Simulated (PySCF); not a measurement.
# GeClF (SMILES [F][Ge][Cl]) at CCSDT/STO-3G

Aim: the vertical singlet–triplet gap of GeClF at CCSDT/STO-3G, from 2 runs. The job is set up through a Python script.

The results are computed with PySCF 2.14.0.

24 further runs of the same task are left out: 10 that didn't finish, 14 set aside as unsound or not needed.

## 1. Starting point

GeClF: 3 atoms, total charge 0, spin state singlet. SMILES: `[F][Ge][Cl]`. The coordinates come from a PBE0-D4/def2-TZVP relaxation.

Bond lengths: F1–Ge2 1.748 Å, Ge2–Cl3 2.180 Å. Angles: F1–Ge2–Cl3 98.3°.

## 2. The energy at CCSDT/STO-3G

geometry.xyz reads:

```xyz
3

F      0.110400     1.418700     0.206200
Ge    -0.762800     0.035600    -0.410300
Cl     0.641600    -1.519100     0.191000
```

input.py reads:

```python
from pyscf import gto, scf, cc

mol = gto.M(
    atom='geometry.xyz',
    verbose=3,
    basis='sto-3g',
    max_memory=1860,
)

mf = scf.RHF(mol)
mf.conv_tol = 1e-10
mf.kernel()
if not mf.converged:
    mf = mf.newton().run(mf.mo_coeff, mf.mo_occ)

mycc = cc.CCSDT(mf, frozen=15)
mycc.kernel()
e_tot = mycc.e_tot
print('Final energy', e_tot)
```

Run with:

```
$ OMP_NUM_THREADS=1 python input.py
```

The log of the run:

```text
converged SCF energy = -2604.41517159846
_make_eris_incore_RCCSDT

WARN: A large `blksize` is being used, which may cause large memory consumption
      for storing contraction intermediates. If memory is sufficient, consider using
      `pyscf.cc.rccsdt_highm.RCCSDT` instead.

RCCSDT converged
E(RCCSDT) = -2604.493816377565   E_corr = -0.07864477910805152
E_corr(same-spin) = -0.0152215232136907
E_corr(oppo-spin) = -0.0634232558943608
Final energy -2604.4938163775646
```

Wall time 4.5 s (1 thread of Intel Xeon Platinum 8488C (Sapphire Rapids), shared host); peak memory 0.11 GiB.

## 3. The triplet at the same level

job.py reads:

```python
from pyscf import gto, cc

mol = gto.Mole()
mol.atom = '''
F      0.208626     2.680954     0.389662
Ge    -1.441483     0.067274    -0.775355
Cl     1.212448    -2.870683     0.360938
'''
mol.charge = 0
mol.verbose = 3
mol.max_memory = 1860
mol.unit = 'bohr'
mol.spin = 2
mol.basis = 'sto-3g'
mol.build()

calc0 = mol.UHF()
calc0.conv_tol = 1e-10
calc0.kernel()
if not calc0.converged:
    calc0 = calc0.newton().run(calc0.mo_coeff, calc0.mo_occ)

mycc = cc.CCSDT(calc0, frozen=15)
mycc.kernel()
e_final = mycc.e_tot
print(f'total energy: {e_final:.8f} hartree')
```

Run with:

```
$ OMP_NUM_THREADS=1 python job.py
```

The log of the run:

```text
WARN: HOMO -0.254697770626893 >= LUMO -0.533293786639319

converged SCF energy = -2604.33561327933  <S^2> = 2.0101992  2S+1 = 3.0067918
_make_eris_incore_UCCSDT

WARN: A large `blksize_v_aaa` is being used, which may cause large memory consumption
      for storing contraction intermediates. If memory is sufficient, consider using
      `pyscf.cc.uccsdt_highm.UCCSDT` instead.

WARN: A large `blksize_v_aab` is being used, which may cause large memory consumption
      for storing contraction intermediates. If memory is sufficient, consider using
      `pyscf.cc.uccsdt_highm.UCCSDT` instead.

UCCSDT converged
E(UCCSDT) = -2604.394060294727   E_corr = -0.05844701539372273
E_corr(same-spin) = -0.010791485139282
E_corr(oppo-spin) = -0.0476555302544408
total energy: -2604.39406029 hartree
```

Run time: 6.3 s. Hardware: 1 thread of Intel Xeon Platinum 8488C (Sapphire Rapids), shared host; peak memory 0.13 GiB.

## 4. Results

Level: CCSDT/STO-3G, 15 core orbitals frozen.

| quantity | value |
| --- | --- |
| singlet: total energy | -2604.49382 Eh |
| singlet: dipole moment (Hartree–Fock density) | 2.80 D |
| singlet: HOMO energy (Hartree–Fock orbitals) | -7.78 eV |
| singlet: LUMO energy (Hartree–Fock orbitals) | 3.87 eV |
| singlet: HOMO–LUMO gap (Hartree–Fock orbitals) | 11.64 eV |
| singlet: correlation energy (15 core orbitals frozen) | -78.6 mEh |
| singlet: T1 diagnostic | 0.020 |
| triplet: total energy | -2604.39406 Eh |
| triplet: dipole moment (Hartree–Fock density) | 3.85 D |
| triplet: HOMO energy (Hartree–Fock orbitals) (highest over α and β) | -5.65 eV |
| triplet: LUMO energy (Hartree–Fock orbitals) (lowest over α and β) | 1.77 eV |
| triplet: correlation energy (15 core orbitals frozen) | -58.4 mEh |
| triplet: ⟨S²⟩ of the reference determinant | 2.010 |
| triplet: T1 diagnostic | 0.017 |
| vertical energy of the triplet above the singlet | 2.715 eV |

In words: At this shape the triplet lies 2.71 eV (63 kcal/mol) above the singlet. In a minimal basis such a difference can be off by several eV, whatever the method. Mulliken charges (triplet) of the mean-field density run from -0.37 on Cl3 to +0.60 on Ge2.
